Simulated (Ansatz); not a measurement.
# ScNb2O3: the cost of one run

Program: Ansatz 0.2.0. Level of theory: DFT PBE, scalar-relativistic, plane waves, PAW. These are calculated values, not measurements.

1 further run of the same task is left out (set aside as unsound or not needed).

## Step 1: The starting structure

The structure is hexagonal, space group P6/mmm (No. 191). Conventional cell: a = 3.790 Å, b = 3.790 Å, c = 6.563 Å, α = 90.00°, β = 90.00°, γ = 120.00°. Around Sc (site symmetry 6/mmm) lie 6 Nb at 2.19 Å. Around Nb (site symmetry -6m2) lie 3 Sc at 2.19 Å and 3 Nb at 2.19 Å. O (site symmetry -6m2) is surrounded by 6 O at 2.19 Å. O (site symmetry 6/mmm) is surrounded by 6 O at 2.19 Å.

Coordinates:

```xyz
6
Lattice="3.7904 0.0000 0.0000 -1.8952 3.2826 0.0000 0.0000 0.0000 6.5630" Properties=species:S:1:pos:R:3 pbc="T T T"
Sc    0.0000    0.0000    3.2815
Nb    0.0000    2.1884    3.2815
Nb    1.8952    1.0942    3.2815
O     0.0000    2.1884    0.0000
O     1.8952    1.0942    0.0000
O     0.0000    0.0000    0.0000
```

A structure generator made this guess: random cell by space group and Wyckoff sites (P6/mmm, No. 191). The dimensions are guesses.

## Step 2: A first look at the guess

The input, input.yaml:

```yaml
crystal:
  lattice:
    - [3.7904323, 0.0, 0.0]
    - [-1.89521615, 3.28261067, 0.0]
    - [0.0, 0.0, 6.56301076]
  atoms:
    - { symbol: Sc, position: [0.0, 0.0, 0.5] }
    - { symbol: Nb, position: [0.33333333, 0.66666667, 0.5] }
    - { symbol: Nb, position: [0.66666667, 0.33333333, 0.5] }
    - { symbol: O, position: [0.33333333, 0.66666667, 0.0] }
    - { symbol: O, position: [0.66666667, 0.33333333, 0.0] }
    - { symbol: O, position: [0.0, 0.0, 0.0] }
basis:
  ecutwfc: 420
kpoints:
  mp_grid: { grid: [6, 6, 4] }
hamiltonian:
  xc: pbe
scf:
  occupations: { method: gaussian, width: 0.1 }
  lower_state_search: "off"
output:
  forces: true
  stress: true
  eigenvalues: true
```

Started as:

```bash
$ ansatz run input.yaml --threads 1 --pin off --max-ram 2560MiB --backend cpu --events-out ev --progress --plain --runs-dir out
```

What time and memory should one allow on 1 thread of AMD EPYC 9R45 (Zen 5), shared host?

About 1.6 s, with a peak of 0.42 GiB.
